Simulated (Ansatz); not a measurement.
# SC-NEVPT2(2,2)/3-21G (accuracy low) run of SnCl2 (SMILES [Cl][Sn][Cl])

Aim: the energy difference between two shapes of SnCl2 at SC-NEVPT2(2,2)/3-21G (accuracy low), from 2 runs. 

The calculation is run with Ansatz 0.2.0.

6 further runs of the same task are left out: 1 for a known fault of the program, 4 that didn't finish, 1 set aside as unsound or not needed.

## (1) The structure to begin with

SnCl2 has 3 atoms, charge 0, and is taken as a singlet. As SMILES, `[Cl][Sn][Cl]`. The shape comes from GFN2-xTB, which is rough for such elements, and wasn't checked as a minimum.

Bond lengths: Sn1–Cl2 2.378 Å, Sn1–Cl3 2.377 Å. Angles: Cl2–Sn1–Cl3 99.5°.

## (2) Energy and gradient at SC-NEVPT2(2,2)/3-21G (accuracy low)

run.yaml

```yaml
crystal:
  periodic: [false, false, false]
  atoms:
    - {symbol: Sn, position_ang: [0.004910, -0.007160, -1.023740]}
    - {symbol: Cl, position_ang: [1.812600, -0.019020, 0.521020]}
    - {symbol: Cl, position_ang: [-1.817510, 0.026180, 0.502720]}
basis:
  gaussian: {orbitals: 3-21G.json}
hamiltonian: {pseudopotentials: {relativity: none}}
correlation:
  method: sc_nevpt2
  active_space: {window: {electrons: 2, orbitals: 2}, fixed_orbitals: true}
accuracy: low
output: {forces: true, orbitals: {seedname: orbitals}}
```

The basis set 3-21G is read from a file made from the Basis Set Exchange's data (not shown).

On the command line:

```bash
$ ansatz run run.yaml --threads 1 --pin off --max-ram 2610MiB --events-out events.jsonl --progress --plain --runs-dir runs
```

Standard output:

```text
Warning: RAYON_NUM_THREADS=1 ignored (pool sized by the plan → 1); use --threads N
Functional definition: HF
  name "HF"
  exchange = exact_x
  correlation = 0
684 factors; integrals over basis functions are off by at most 2.5e-4 eV
mean field evaluation 1: about -188067.7647 eV, gradient 1.8e1 eV
mean field evaluation 2: about -188067.7751 eV, gradient 1.8e1 eV
mean field evaluation 4: about -188068.9156 eV, gradient 8.6e-1 eV
mean field evaluation 8: about -188068.9240 eV, gradient 8.8e-5 eV
mean field -188068.92401583 eV, -6911.4054798865 hartree, gradient 2.4e-6 eV, S^2 0.000000; 0 other end points of the search recorded, 0 dependent functions left out
reference -188068.92401583 eV, -6911.4054798865 hartree; 42, 42 occupied and 17, 17 virtual orbitals, 684 factors
state -188068.99619483 eV, -6911.4081324158 hartree
state -188068.99619483 eV, -6911.4081324158 hartree; corrected -188072.44262102 eV, -6911.5347862424 hartree
the calculation of the forces begins
Total energy: -188072.44262102 eV, -6911.5347862424 hartree
Atom 0 at     0.004910    -0.007160    -1.023740 Å, force     0.012866    -0.012259    -1.744792 eV/Å
Atom 1 at     1.812600    -0.019020     0.521020 Å, force     1.039930    -0.006912     0.875768 eV/Å
Atom 2 at    -1.817510     0.026180     0.502720 Å, force    -1.052797     0.019171     0.869024 eV/Å
Dipole moment:     0.003883    -0.006088    -0.870930 e Å
```

Run time: 2.9 s. Hardware: 1 thread of Intel Xeon Platinum 8488C (Sapphire Rapids), shared host.

## (3) The distorted shape at the same level

run.yaml

```yaml
crystal:
  periodic: [false, false, false]
  atoms:
    - {symbol: Sn, position_ang: [-0.169398, 0.037805, -0.996111]}
    - {symbol: Cl, position_ang: [1.766716, 0.092325, 0.631801]}
    - {symbol: Cl, position_ang: [-1.816136, 0.084478, 0.277435]}
basis:
  gaussian: {orbitals: 3-21G.json}
hamiltonian: {pseudopotentials: {relativity: none}}
correlation:
  method: sc_nevpt2
  active_space: {window: {electrons: 2, orbitals: 2}, fixed_orbitals: true}
accuracy: low
output: {forces: true, orbitals: {seedname: orbitals}}
```

The basis set 3-21G is read from a file made from the Basis Set Exchange's data (not shown).

On the command line:

```bash
$ ansatz run run.yaml --threads 1 --pin off --max-ram 2610MiB --events-out events.jsonl --progress --plain --runs-dir runs
```

Standard output (excerpt; [...] marks lines left out):

```text
Warning: RAYON_NUM_THREADS=1 ignored (pool sized by the plan → 1); use --threads N
Functional definition: HF
  name "HF"
[...]
686 factors; integrals over basis functions are off by at most 2.4e-4 eV
[...]
mean field -188067.60049435 eV, -6911.3568413693 hartree, gradient 2.1e-6 eV, S^2 0.000000; 0 other end points of the search recorded, 0 dependent functions left out
reference -188067.60049435 eV, -6911.3568413693 hartree; 42, 42 occupied and 17, 17 virtual orbitals, 686 factors
state -188067.67575534 eV, -6911.3596071597 hartree
state -188067.67575534 eV, -6911.3596071597 hartree; corrected -188071.08253097 eV, -6911.4848038546 hartree
[...]
Total energy: -188071.08253097 eV, -6911.4848038546 hartree
Atom 0 at    -0.169398     0.037805    -0.996111 Å, force     7.940886    -0.217081    -5.913144 eV/Å
Atom 1 at     1.766716     0.092325     0.631801 Å, force    -0.285925    -0.004297    -0.133136 eV/Å
Atom 2 at    -1.816136     0.084478     0.277435 Å, force    -7.654961     0.221377     6.046280 eV/Å
Dipole moment:    -0.446242    -0.025375    -0.741152 e Å
```

Run time: 2.7 s. Hardware: 1 thread of Intel Xeon Platinum 8488C (Sapphire Rapids), shared host.

## (4) Summary of results

Level: SC-NEVPT2(2,2)/3-21G (accuracy low).

| quantity | value |
| --- | --- |
| first shape: total energy | -6911.53479 Eh |
| first shape: dipole moment (correlated density) | 4.18 D |
| first shape: largest force on an atom | 1.745 eV/Å |
| distorted shape: total energy | -6911.48480 Eh |
| distorted shape: dipole moment (correlated density) | 4.16 D |
| distorted shape: largest force on an atom | 9.903 eV/Å |
| energy change with the atoms displaced | 1.360 eV |

In words: With the atoms displaced the energy rises by 1.36 eV (131 kJ/mol). The first shape isn't relaxed at this level, so the change isn't measured from a minimum. The largest force (first shape) is 1.74 eV/Å: the shape isn't a stationary point for this species at this level. The accuracy setting (first shape) is loose, so the last digits carry no meaning. Relativity is left out (first shape) although the molecule holds a heavy atom. Mulliken charges (distorted shape) run from -0.55 on Cl2 to +0.94 on Sn1; they depend strongly on the basis. The accuracy setting (distorted shape) is loose, so the last digits carry no meaning.
